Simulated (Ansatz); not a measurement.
Crystal: HPbNO4.

```
H Pb N O
1.0
     4.12040   -0.00081   -0.01120
     0.00404    6.42722    0.05360
     0.02791    3.20707    7.74994
H Pb N O
2 2 2 8
Cartesian
  3.7380 2.9684 3.7875
  1.6795 6.6644 4.0009
  1.6467 4.2515 5.4933
  3.6983 5.3813 2.2951
  2.6193 1.9491 1.6102
  0.5769 7.6848 6.1852
  3.7590 3.8553 4.2210
  2.2235 3.1363 1.5259
  2.2071 1.0645 0.8217
  3.4590 1.6183 2.5274
  1.6973 5.7776 3.5672
  0.1804 6.4980 6.2725
  0.1698 8.5703 6.9754
  1.4117 8.0143 5.2631
```

The cell was built by a generator and needn't be a form met in nature.

Base run:

| Property | Result |
| --- | --- |
| Program | Ansatz 0.2.0 |
| Functional | LDA |
| Potentials or basis | Ansatz PAW |
| Cutoff | 420 eV |
| Density cutoff | 1680 eV |
| k mesh | 7 × 5 × 4 |
| Occupations | fermi-dirac, width 0.05 eV |
| Spin | no spin polarisation |

Its results: band gap on the k mesh 3.21 eV, indirect (least direct gap 3.29 eV); pressure -6.0 GPa; largest force 1.027 eV/Å.

**Question.** The run is repeated on the same cell with these changes: functional from LDA to r2SCAN; cutoff from 420 eV to 500 eV; density cutoff from 1680 eV to 2000 eV. What comes out?

**Answer.** Band gap on the k mesh 3.68 eV, indirect (least direct gap 3.81 eV); pressure -3.3 GPa; largest force 0.658 eV/Å.

r2SCAN gives the wider gap, since meta-GGAs in the generalised Kohn-Sham scheme recover part of the derivative discontinuity.

Caveats: spin-orbit coupling is left out, which as a rule narrows the gap of such compounds by several tenths of an eV; the PAW data sets come from PBE, with cores solved anew for the run's functional, which leaves a small shift of forces and pressure; forces of over 1 eV/Å show positions far from the minimum, so gaps and moduli don't describe the material at rest (some runs).

Not every run made on this cell is shown here.
